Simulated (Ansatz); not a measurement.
# LaTe (rocksalt type): the cost of one run

Method: DFT, PBEsol, PAW with Ansatz's default frozen-core files, scalar-relativistic, in Ansatz 0.2.0.

3 further runs of the same task are left out: 1 for a known fault of the program, 2 that didn't finish. Runs told in other sessions of the task aren't counted.

**1. The starting structure**

The structure is cubic, space group Fm-3m (No. 225). Conventional cell: a = 6.393 Å, b = 6.393 Å, c = 6.393 Å, α = 90.00°, β = 90.00°, γ = 90.00°. La (site symmetry m-3m) is surrounded by 6 Te at 3.20 Å. Around Te (site symmetry m-3m) lie 6 La at 3.20 Å.

Coordinates:

```cif
data_structure
_symmetry_space_group_name_H-M 'Fm-3m'
_symmetry_Int_Tables_number 225
_cell_length_a 6.3929
_cell_length_b 6.3929
_cell_length_c 6.3929
_cell_angle_alpha 90.000
_cell_angle_beta 90.000
_cell_angle_gamma 90.000
_cell_volume 261.27
loop_
_atom_site_label
_atom_site_type_symbol
_atom_site_symmetry_multiplicity
_atom_site_Wyckoff_symbol
_atom_site_fract_x
_atom_site_fract_y
_atom_site_fract_z
_atom_site_occupancy
La1 La 4 a 0.00000 0.00000 0.00000 1
Te1 Te 4 b 0.50000 0.00000 0.00000 1
```

The file gives the conventional cell by its symmetry; the runs use the cell typed in the input.

Whether this phase is the stable one at these pressures isn't tested.

Atoms are numbered in the order of the input: La1, Te2.

**2. Volume scaled by 1, PAW**

input.yaml reads:

```yaml
crystal:
  lattice:
    - [0.0, 3.1964467008, 3.1964467008]
    - [3.1964467008, 0.0, 3.1964467008]
    - [3.1964467008, 3.1964467008, 0.0]
  atoms:
    - { symbol: La, position: [0.0, 0.0, 0.0] }
    - { symbol: Te, position: [0.5, 0.5, 0.5] }
kpoints:
  mp_grid: { grid: [11, 11, 11] }
  band_path:
    path:
      - [0.0, 0.0, 0.0]
      - [0.5, 0.0, 0.5]
      - [0.625, 0.25, 0.625]
      - [0.375, 0.375, 0.75]
      - [0.0, 0.0, 0.0]
      - [0.5, 0.5, 0.5]
      - [0.5, 0.25, 0.75]
      - [0.5, 0.0, 0.5]
    npoints: 8
scf:
  occupations: { method: fermi_dirac, width: 0.1 }
hamiltonian:
  xc: pbesol
  pseudopotentials: { kind: paw }
output:
  forces: true
  stress: true
  eigenvalues: true
  populations: true
  dos: { projected: true, de: 0.2, e_range: [-14, 8] }
  write_density: true
  write_potential: true
  elf: true
  volumetric_format: npy
```

Command:

```console
$ ansatz run input.yaml --threads 1 --pin off --max-ram 2048MiB --backend cpu --events-out ev --progress --plain --runs-dir out
```

What time and memory should one allow on 1 thread of AMD EPYC 9R45 (Zen 5), shared host?

About 2.6 s, with a peak of 0.45 GiB.
